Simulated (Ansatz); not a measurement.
# ZnAg: lattice vibrations

How does the lattice vibrate, and how do the modes shift with volume? Displacements sample a 2×2×2 mesh. Runs: cell and atoms relaxed (PAW); reference run (PAW); volume scaled by 0.985 (PAW); volume scaled by 1.015 (PAW); mode Grüneisen parameters (PAW).

Computed with Ansatz 0.2.0 (DFT PBEsol, frozen-core PAW, scalar-relativistic unless said, unless a step's input says otherwise).

3 further runs of the same task are left out: 3 set aside as unsound or not needed. Runs told in other sessions of the task aren't counted.

## 1. Starting point

The structure is cubic, space group Pm-3m (No. 221). Conventional cell: a = 3.156 Å, b = 3.156 Å, c = 3.156 Å, α = 90.00°, β = 90.00°, γ = 90.00°. Zn (site symmetry m-3m) has 8 Ag at 2.73 Å in its first shell of neighbours. Ag (site symmetry m-3m) is surrounded by 8 Zn at 2.73 Å.

As a file:

```cif
data_structure
_symmetry_space_group_name_H-M 'Pm-3m'
_symmetry_Int_Tables_number 221
_cell_length_a 3.1560
_cell_length_b 3.1560
_cell_length_c 3.1560
_cell_angle_alpha 90.000
_cell_angle_beta 90.000
_cell_angle_gamma 90.000
_cell_volume 31.43
loop_
_atom_site_label
_atom_site_type_symbol
_atom_site_symmetry_multiplicity
_atom_site_Wyckoff_symbol
_atom_site_fract_x
_atom_site_fract_y
_atom_site_fract_z
_atom_site_occupancy
Zn1 Zn 1 b 0.50000 0.50000 0.50000 1
Ag1 Ag 1 a 0.00000 0.00000 0.00000 1
```

Cartesian axes are those of the input's lattice vectors. The structure goes back to a database entry.

## 2. Cell and atoms relaxed, PAW

File input.yaml:

```yaml
crystal:
  lattice:
    - [3.156, 0.0, 0.0]
    - [0.0, 3.156, 0.0]
    - [0.0, 0.0, 3.156]
  atoms:
    - { symbol: Zn, position: [0.5, 0.5, 0.5] }
    - { symbol: Ag, position: [0.0, 0.0, 0.0] }
kpoints:
  mp_grid: { grid: [12, 12, 12] }
scf:
  occupations: { method: fermi_dirac, width: 0.1 }
hamiltonian:
  xc: pbesol
  pseudopotentials: { kind: paw }
relax:
  f_tol: 0.002
  max_steps: 80
  cell: {}
output:
  forces: true
  stress: true
  write_density: true
  write_potential: true
  elf: true
  volumetric_format: npy
```

Launch:

```bash
$ ansatz run input.yaml --threads 1 --pin off --max-ram 3072MiB --backend cpu --events-out ev --progress --plain --runs-dir out
```

## 3. Reference run, PAW

File input.yaml:

```yaml
crystal:
  lattice:
    - [3.11836986635, 0.0, 0.0]
    - [0.0, 3.11836986635, 0.0]
    - [0.0, 0.0, 3.11836986635]
  atoms:
    - { symbol: Zn, position: [0.5, 0.5, 0.5] }
    - { symbol: Ag, position: [0.0, 0.0, 0.0] }
kpoints:
  mp_grid: { grid: [12, 12, 12] }
scf:
  occupations: { method: fermi_dirac, width: 0.1 }
hamiltonian:
  xc: pbesol
  pseudopotentials: { kind: paw }
phonons:
  qmesh: [2, 2, 2]
  qpath:
    path:
      - [0.0, 0.0, 0.0]
      - [0.0, 0.5, 0.0]
      - [0.5, 0.5, 0.0]
      - [0.0, 0.0, 0.0]
      - [0.5, 0.5, 0.5]
      - [0.0, 0.5, 0.0]
      - [0.5, 0.5, 0.5]
      - [0.5, 0.5, 0.0]
    npoints: 6
  temperatures: { t_min: 0, t_max: 1000, t_step: 100 }
```

## 4. Volume scaled by 0.985, PAW

input.yaml, as its differences from that of step 3:

```diff
@@ -2,5 +2,5 @@
   lattice:
-    - [3.11836986635, 0.0, 0.0]
-    - [0.0, 3.11836986635, 0.0]
-    - [0.0, 0.0, 3.11836986635]
+    - [3.10269940155, 0.0, 0.0]
+    - [0.0, 3.10269940155, 0.0]
+    - [0.0, 0.0, 3.10269940155]
   atoms:
```

## 5. Volume scaled by 1.015, PAW

input.yaml, as its differences from that of step 4:

```diff
@@ -2,5 +2,5 @@
   lattice:
-    - [3.10269940155, 0.0, 0.0]
-    - [0.0, 3.10269940155, 0.0]
-    - [0.0, 0.0, 3.10269940155]
+    - [3.13388439967, 0.0, 0.0]
+    - [0.0, 3.13388439967, 0.0]
+    - [0.0, 0.0, 3.13388439967]
   atoms:
```

(Steps that only read results are left out.)

Q: Predict the outcome of this session. Wanted: highest mode on the mesh, without the LO shift; optical modes at Γ.

The runs gave:

| quantity | value |
| --- | --- |
| highest mode on the mesh, without the LO shift (PAW) | 188 cm⁻¹ |
| optical modes at Γ | 161 (T1u) cm⁻¹ |
| mean Grüneisen parameter at 300 K (PAW) | 3.01 |

In words: No mode on the mesh is unstable; the highest lies at 188 cm⁻¹ by PAW. Weighted by heat capacity at 300 K the mean Grüneisen parameter of the sampled modes is 3.01, which points to expansion on heating. Each set of modes is computed in the harmonic approximation. Cautions: frozen-core PAW files fitted under PBE, their cores solved anew for the functional of the run; responses of metals move with mesh and smearing; a very soft zone-boundary mode, near an instability or sensitive to the mesh.
